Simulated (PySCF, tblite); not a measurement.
# C2H11NSi2: dynamics, then NMR shifts on frames, part 2 of 2

tblite 0.8.0 and PySCF 2.14.0. Atoms count from 0. The steps go on from the part before.

## 5. NMR shieldings: 625 fs, PBE0/pcSseg-1

The job: settings as JSON, then the geometry in Å.

```
{"job": {"kind": "nmr", "xc": "PBE0", "basis": "pcSseg-1", "pop": false}, "charge": 0, "multiplicity": 1}
C      1.244100    -0.067600     1.196000
C      0.216700    -1.120100     0.708000
N     -1.089600    -0.580300     0.401000
Si    -2.208000    -0.522200     1.814900
Si    -1.406500     0.007500    -1.192900
H      1.314600     0.653100     0.389000
H      0.964300     0.322700     2.202500
H      2.192000    -0.511900     1.100100
H      0.652600    -1.640000    -0.160800
H      0.024900    -1.880600     1.489800
H     -3.349100     0.212000     1.248500
H     -1.583700     0.282800     2.872900
H     -2.585600    -1.834600     2.357300
H     -2.818900    -0.139000    -1.415700
H     -0.952300     1.365400    -1.184800
H     -0.492800    -0.669000    -2.063200
```

With the program's defaults for keys left out, this is: GIAO PBE0/pcSseg-1 NMR shielding, non-relativistic, gas phase.

Log:

```text
coarse grid: 13304 points
cycle   1  E = -716.0402180019  dE =  1.553e-01  |g| = 4.404e-01  |ddm| = 3.408e+00
cycle   2  E = -715.9891988628  dE =  5.102e-02  |g| = 6.461e-01  |ddm| = 1.087e+00
cycle   3  E = -716.0846054485  dE = -9.541e-02  |g| = 8.039e-02  |ddm| = 7.303e-01
cycle   4  E = -716.0858520447  dE = -1.247e-03  |g| = 2.678e-02  |ddm| = 8.391e-02
cycle   5  E = -716.0860222294  dE = -1.702e-04  |g| = 4.713e-03  |ddm| = 2.506e-02
cycle   6  E = -716.0860265380  dE = -4.309e-06  |g| = 7.430e-04  |ddm| = 4.624e-03
final grid: 116352 points
cycle   7  E = -716.1125950149  dE = -1.923e-05  |g| = 6.929e-03  |ddm| = 2.065e-02
cycle   8  E = -716.1125851882  dE =  9.827e-06  |g| = 9.447e-03  |ddm| = 1.520e-02
cycle   9  E = -716.1126066794  dE = -2.149e-05  |g| = 1.129e-03  |ddm| = 9.203e-03
cycle  10  E = -716.1126069400  dE = -2.605e-07  |g| = 2.031e-04  |ddm| = 1.003e-03
cycle  11  E = -716.1126069485  dE = -8.532e-09  |g| = 3.400e-05  |ddm| = 1.930e-04
cycle  12  E = -716.1126069487  dE = -2.299e-10  |g| = 1.241e-05  |ddm| = 5.034e-05
converged SCF energy = -716.1126069487

GIAO shielding tensors (ppm)
atom      isotropic    diamagn.    paramagn.     s11        s22        s33       span
  0 C      170.408     250.522     -80.114    151.473    171.599    188.152     36.679
  1 C      132.797     243.985    -111.187    108.105    126.301    163.987     55.882
  2 N      257.476     328.654     -71.178    225.533    241.261    305.636     80.104
  3 Si     399.058     880.163    -481.106    340.666    383.948    472.559    131.893
  4 Si     390.507     882.056    -491.549    319.004    380.754    471.764    152.761
  5 H       30.341      32.639      -2.298     26.001     30.173     34.850      8.849
  6 H       29.182      30.120      -0.938     24.519     28.388     34.638     10.119
  7 H       31.512      31.361       0.152     27.427     28.618     38.493     11.066
  8 H       28.475      31.433      -2.959     23.094     28.911     33.419     10.325
  9 H       28.240      31.150      -2.909     22.877     28.169     33.675     10.799
 10 H       26.916      29.622      -2.706     23.118     25.941     31.689      8.571
 11 H       26.861      29.865      -3.005     22.793     25.967     31.822      9.029
 12 H       27.009      28.964      -1.956     23.406     25.082     32.539      9.133
 13 H       27.074      30.971      -3.896     23.193     25.703     32.327      9.134
 14 H       26.959      31.709      -4.750     22.702     25.278     32.898     10.196
 15 H       27.481      31.519      -4.037     24.626     25.704     32.115      7.489
```

Run time: 23 s. Hardware: 1 thread of Arm Neoverse N1, shared host; peak memory 0.74 GiB.

Key values: δ C1 54.1, C0 16.5, N2 10.3, Si4 -41.3, H11 4.86, H10 4.80 ppm.

## 6. Nuclear shieldings: 800 fs, PBE0/pcSseg-1

The job: settings as JSON, then the geometry in Å.

```
{"job": {"kind": "nmr", "xc": "PBE0", "basis": "pcSseg-1", "pop": false}, "charge": 0, "multiplicity": 1}
C      1.402800    -0.118200     1.328800
C      0.333800    -1.189000     1.038000
N     -0.919600    -0.585800     0.721300
Si    -2.151700    -0.223600     1.980200
Si    -1.144200    -0.176600    -0.972400
H      1.410100     0.438700     0.362200
H      1.227800     0.485400     2.174600
H      2.359000    -0.657100     1.325600
H      0.774500    -1.880900     0.344100
H      0.083000    -1.727400     1.933000
H     -3.473200    -0.365200     1.376700
H     -2.179500     1.228400     2.420800
H     -2.026700    -1.191700     3.047400
H     -2.260800    -0.939700    -1.555700
H     -1.478500     1.261200    -0.884100
H      0.062400    -0.530000    -1.696500
```

With the program's defaults for keys left out, this is: GIAO PBE0/pcSseg-1 NMR shielding, non-relativistic, gas phase.

Log:

```text
coarse grid: 13304 points
cycle   1  E = -716.0381203821  dE =  1.619e-01  |g| = 4.336e-01  |ddm| = 3.411e+00
cycle   2  E = -715.9911969846  dE =  4.692e-02  |g| = 6.282e-01  |ddm| = 1.042e+00
cycle   3  E = -716.0811435880  dE = -8.995e-02  |g| = 8.058e-02  |ddm| = 7.049e-01
cycle   4  E = -716.0824207784  dE = -1.277e-03  |g| = 2.620e-02  |ddm| = 8.645e-02
cycle   5  E = -716.0825813687  dE = -1.606e-04  |g| = 5.164e-03  |ddm| = 2.468e-02
cycle   6  E = -716.0825870242  dE = -5.655e-06  |g| = 6.078e-04  |ddm| = 5.651e-03
final grid: 116352 points
cycle   7  E = -716.1091354943  dE = -2.335e-05  |g| = 7.143e-03  |ddm| = 2.121e-02
cycle   8  E = -716.1091250257  dE =  1.047e-05  |g| = 9.746e-03  |ddm| = 1.587e-02
cycle   9  E = -716.1091476749  dE = -2.265e-05  |g| = 1.216e-03  |ddm| = 9.662e-03
cycle  10  E = -716.1091479738  dE = -2.990e-07  |g| = 2.272e-04  |ddm| = 1.087e-03
cycle  11  E = -716.1091479847  dE = -1.087e-08  |g| = 3.315e-05  |ddm| = 2.087e-04
cycle  12  E = -716.1091479849  dE = -2.267e-10  |g| = 8.867e-06  |ddm| = 5.176e-05
converged SCF energy = -716.1091479849

GIAO shielding tensors (ppm)
atom      isotropic    diamagn.    paramagn.     s11        s22        s33       span
  0 C      162.427     251.026     -88.600    141.405    162.044    183.831     42.427
  1 C      138.096     240.957    -102.860    115.178    127.633    171.477     56.299
  2 N      255.865     331.496     -75.631    229.258    250.697    287.641     58.383
  3 Si     392.268     879.787    -487.519    333.760    356.392    486.652    152.892
  4 Si     388.126     880.846    -492.720    323.977    375.057    465.343    141.366
  5 H       29.958      31.810      -1.851     26.290     30.240     33.345      7.055
  6 H       30.972      31.901      -0.929     27.432     29.677     35.807      8.375
  7 H       30.495      29.891       0.603     26.266     27.448     37.771     11.505
  8 H       29.303      31.121      -1.818     23.902     29.246     34.761     10.860
  9 H       28.860      31.196      -2.336     23.339     28.740     34.503     11.164
 10 H       26.949      29.135      -2.186     23.407     25.435     32.006      8.599
 11 H       26.201      28.622      -2.421     22.610     24.517     31.477      8.867
 12 H       27.180      29.354      -2.174     24.265     25.093     32.183      7.918
 13 H       26.787      29.897      -3.110     23.235     24.968     32.157      8.922
 14 H       26.345      30.527      -4.183     22.505     24.269     32.260      9.754
 15 H       27.154      31.030      -3.876     23.737     26.459     31.266      7.529
```

It took 23 s on 1 thread of Arm Neoverse N1, shared host; peak memory 0.75 GiB.

This run: δ C1 48.8, C0 24.5, N2 11.9, Si4 -39.0, H11 5.52, H14 5.37 ppm.

## 7. Nuclear shieldings: 1000 fs, PBE0/pcSseg-1

The job: settings as JSON, then the geometry in Å.

```
{"job": {"kind": "nmr", "xc": "PBE0", "basis": "pcSseg-1", "pop": false}, "charge": 0, "multiplicity": 1}
C      1.204600     0.413600     0.967600
C      0.303000    -0.749600     0.993000
N     -1.061000    -0.392700     0.674200
Si    -2.185700    -0.094000     1.935400
Si    -1.495800    -0.149300    -1.010600
H      1.084200     0.926700     0.010600
H      1.084200     1.064900     1.867300
H      2.260500     0.126000     1.078300
H      0.536600    -1.530400     0.169000
H      0.320300    -1.238400     1.981600
H     -3.139400     0.951800     1.476500
H     -1.281600     0.329400     3.127900
H     -2.826600    -1.378500     2.168300
H     -2.679100    -1.043800    -1.180200
H     -1.858700     1.277200    -1.248400
H     -0.392300    -0.481900    -1.892800
```

Level: GIAO PBE0/pcSseg-1 NMR shielding, non-relativistic, gas phase.

Log:

```text
coarse grid: 13304 points
cycle   1  E = -716.0392863079  dE =  1.805e-01  |g| = 4.612e-01  |ddm| = 3.405e+00
cycle   2  E = -715.9836340662  dE =  5.565e-02  |g| = 6.750e-01  |ddm| = 1.099e+00
cycle   3  E = -716.0870486281  dE = -1.034e-01  |g| = 7.372e-02  |ddm| = 7.537e-01
cycle   4  E = -716.0880843753  dE = -1.036e-03  |g| = 2.551e-02  |ddm| = 7.924e-02
cycle   5  E = -716.0882351748  dE = -1.508e-04  |g| = 5.469e-03  |ddm| = 2.358e-02
cycle   6  E = -716.0882410729  dE = -5.898e-06  |g| = 1.207e-03  |ddm| = 5.462e-03
final grid: 116352 points
cycle   7  E = -716.1144082737  dE = -1.639e-05  |g| = 6.693e-03  |ddm| = 1.939e-02
cycle   8  E = -716.1143990910  dE =  9.183e-06  |g| = 9.101e-03  |ddm| = 1.419e-02
cycle   9  E = -716.1144193327  dE = -2.024e-05  |g| = 8.640e-04  |ddm| = 8.495e-03
cycle  10  E = -716.1144194779  dE = -1.451e-07  |g| = 2.174e-04  |ddm| = 8.437e-04
cycle  11  E = -716.1144194874  dE = -9.521e-09  |g| = 2.710e-05  |ddm| = 1.785e-04
cycle  12  E = -716.1144194875  dE = -1.353e-10  |g| = 9.520e-06  |ddm| = 3.876e-05
converged SCF energy = -716.1144194875

GIAO shielding tensors (ppm)
atom      isotropic    diamagn.    paramagn.     s11        s22        s33       span
  0 C      166.452     248.613     -82.160    145.486    168.735    185.135     39.649
  1 C      133.445     244.092    -110.647    118.766    119.587    161.983     43.217
  2 N      264.541     331.787     -67.246    236.081    244.666    312.877     76.796
  3 Si     394.854     880.901    -486.047    355.695    373.235    455.632     99.937
  4 Si     391.262     880.830    -489.567    328.324    379.697    465.766    137.442
  5 H       30.500      31.839      -1.339     26.103     30.431     34.967      8.863
  6 H       29.378      30.304      -0.926     25.430     28.316     34.387      8.957
  7 H       30.408      29.857       0.551     26.373     27.026     37.825     11.452
  8 H       27.093      30.144      -3.051     21.178     27.011     33.090     11.912
  9 H       28.441      31.202      -2.761     23.621     28.467     33.234      9.613
 10 H       26.473      28.925      -2.452     22.934     24.980     31.505      8.571
 11 H       26.026      28.686      -2.660     22.478     25.269     30.330      7.852
 12 H       26.797      29.272      -2.475     22.594     24.915     32.884     10.290
 13 H       26.477      29.395      -2.917     22.641     24.599     32.193      9.552
 14 H       26.546      30.157      -3.611     23.043     24.732     31.864      8.821
 15 H       27.108      30.799      -3.691     24.148     25.734     31.440      7.291
```

Wall time 24 s (1 thread of Arm Neoverse N1, shared host); peak memory 0.74 GiB.

This run: δ C1 53.5, C0 20.5, N2 3.2, Si4 -42.1, H11 5.69, H10 5.24 ppm.

## 8. Comparing the runs: NMR shifts

Shifts (ppm) of some atoms, chosen among heavy atoms and hydrogens apart, with basis size and wall time:

| frame | C1 | C0 | H8 | H7 | N2 | Si4 | Si3 | functions | time |
| --- | --- | --- | --- | --- | --- | --- | --- | --- | --- |
| 250 fs | 44.9 | 21.1 | 3.44 | 2.26 | 2.6 | -48.9 | -48.9 | 154 | 24 s |
| 425 fs | 49.1 | 18.8 | 3.69 | 0.62 | 22.1 | -36.7 | -44.3 | 154 | 23 s |
| 625 fs | 54.1 | 16.5 | 3.24 | 0.20 | 10.3 | -41.3 | -49.9 | 154 | 23 s |
| 800 fs | 48.8 | 24.5 | 2.41 | 1.22 | 11.9 | -39.0 | -43.1 | 154 | 23 s |
| 1000 fs | 53.5 | 20.5 | 4.62 | 1.31 | 3.2 | -42.1 | -45.7 | 154 | 24 s |

## 9. Summary of results

The summary covers parts 1 to 2.

```
                                       quantity                                                                 value
                                     thermostat                                                                 200 K
                  mean temperature, second half                                                                 199 K
        mean potential energy above the minimum                                                               0.39 eV
 13C shifts against TMS (PBE0/pcSseg-1, 250 fs)                                                        44.9, 21.1 ppm
  1H shifts against TMS (PBE0/pcSseg-1, 250 fs)  5.14, 5.04, 5.02, 4.96, 4.84, 4.71, 3.44, 3.00, 2.87, 2.26, 0.79 ppm
 15N shifts against NH3 (PBE0/pcSseg-1, 250 fs)                                                               2.6 ppm
29Si shifts against TMS (PBE0/pcSseg-1, 250 fs)                                                      -48.9, -48.9 ppm
                       range of the shift of N2                                                       2.6 to 22.1 ppm
```

What this shows: In the second half the potential energy averages 0.39 eV above the minimum; equipartition over 42 harmonic modes at 200 K would give 0.36 eV. With 16 atoms the temperature swings widely (105 to 285 K). Shifts at one fixed geometry are not the observed spectrum, which averages over the motion. In the first frame run (250 fs): Shielding is most anisotropic at Si4 (span 154 ppm, paramagnetic term -483 ppm). Across the 5 runs the shift of N2 moves most, between 2.6 (250 fs) and 22.1 ppm (425 fs).
